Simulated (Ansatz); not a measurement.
# AlH7SSi2: the cost of one run

Method: RKS PBE0/def2-SVP, in Ansatz 0.2.0.

### 1 Starting point

Bond lengths: Al1–Si2 2.298 Å, Si2–Si3 2.207 Å, Si2–S4 2.082 Å, Al1–H5 1.656 Å, Al1–H6 1.620 Å, Si2–H7 1.486 Å, Si3–H8 1.488 Å, Si3–H9 1.491 Å, Si3–H10 1.499 Å, S4–H11 1.362 Å. Angles (14 of 16 angles, heavy atoms first): Al1–Si2–Si3 108.3°, Al1–Si2–S4 111.5°, Si3–Si2–S4 108.8°, Al1–Si2–H7 109.6°, Si3–Si2–H7 109.1°, S4–Si2–H7 109.5°, Si2–Al1–H5 120.4°, Si2–Al1–H6 123.0°, Si2–Si3–H8 110.4°, Si2–Si3–H9 112.1°, Si2–Si3–H10 110.7°, Si2–S4–H11 96.0°, H5–Al1–H6 116.6°, H8–Si3–H9 110.5°.

As a file:

```xyz
11

Al   -0.9707    1.8663   -0.7071
Si   -0.0269   -0.2292   -0.6843
Si    1.0138   -0.4978    1.2428
S    -1.4698   -1.7172   -0.8802
H    -1.8595    2.3709   -2.0103
H    -0.8530    2.9009    0.5343
H     0.9594   -0.3450   -1.7902
H     1.7020   -1.8164    1.2825
H     0.0890   -0.3561    2.4038
H     2.0885    0.5331    1.4122
H    -0.6075   -2.7664   -0.7830
```

### 2 End point A

The input, input.yaml:

```yaml
crystal:
  periodic: [false, false, false]
  atoms:
    - { symbol: Al, position_ang: [-0.9707, 1.8663, -0.7071] }
    - { symbol: Si, position_ang: [-0.0269, -0.2292, -0.6843] }
    - { symbol: Si, position_ang: [1.0138, -0.4978, 1.2428] }
    - { symbol: S, position_ang: [-1.4698, -1.7172, -0.8802] }
    - { symbol: H, position_ang: [-1.8595, 2.3709, -2.0103] }
    - { symbol: H, position_ang: [-0.853, 2.9009, 0.5343] }
    - { symbol: H, position_ang: [0.9594, -0.345, -1.7902] }
    - { symbol: H, position_ang: [1.702, -1.8164, 1.2825] }
    - { symbol: H, position_ang: [0.089, -0.3561, 2.4038] }
    - { symbol: H, position_ang: [2.0885, 0.5331, 1.4122] }
    - { symbol: H, position_ang: [-0.6075, -2.7664, -0.783] }
basis:
  gaussian: { orbitals: def2-SVP }
hamiltonian:
  xc: pbe0
relax:
  f_tol: 0.02
  max_steps: 50
```

Launch:

```sh
$ ansatz run input.yaml --threads 2 --pin off --max-ram 3072MiB --backend cpu --events-out ev --progress --plain --runs-dir out
```

**Question.** How long does this run take on 2 threads of Intel Xeon Platinum 8488C (Sapphire Rapids), shared host, and how much memory does it need?

About 40 s, with a peak of 0.27 GiB.
